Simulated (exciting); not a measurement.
LuSi2: equation of state with PBEsol

Crystal: LuSi2.

```xyz
3
Lattice="3.7500 0.0000 0.0000 -1.8750 3.2476 0.0000 0.0000 0.0000 4.0500" Properties=species:S:1:pos:R:3 pbc="T T T"
Lu    0.0000    0.0000    0.0000
Si    1.8750    1.0825    2.0250
Si    0.0000    2.1651    2.0250
```

```yaml
Program: exciting (release sodium)
Task: equation of state
Functional: PBEsol
Potentials_or_basis: all-electron LAPW+lo, shipped species files, valence relativity iora*
rgkmax: 7.6
k_mesh: 8 × 8 × 7
Occupations: fermi-dirac, width 0.05 eV
Spin: no spin polarisation
gmaxvr_cutoff_of_density_and_potential: 14 1/bohr
lmaxapw_and_lmaxmat: 10
lmaxvr: 8
nempty: 12
Valence_relativity: iora*
Muffin-tin_radii: Lu 2.3, Si 1.95 bohr
```

```yaml
Equilibrium_volume: outside the volumes run
```

Energy against volume, from the lowest point:
| volume (Å³/atom) | energy (meV/atom) |
| --- | --- |
| 15.454 | 167.60 |
| 15.783 | 122.38 |
| 16.112 | 84.86 |
| 16.441 | 54.49 |
| 16.770 | 30.51 |
| 17.099 | 12.56 |
| 17.427 | 0.00 |

Caveat: the minimum lies outside the volumes run. The run has no spin-orbit coupling, so splittings on Lu are missing.
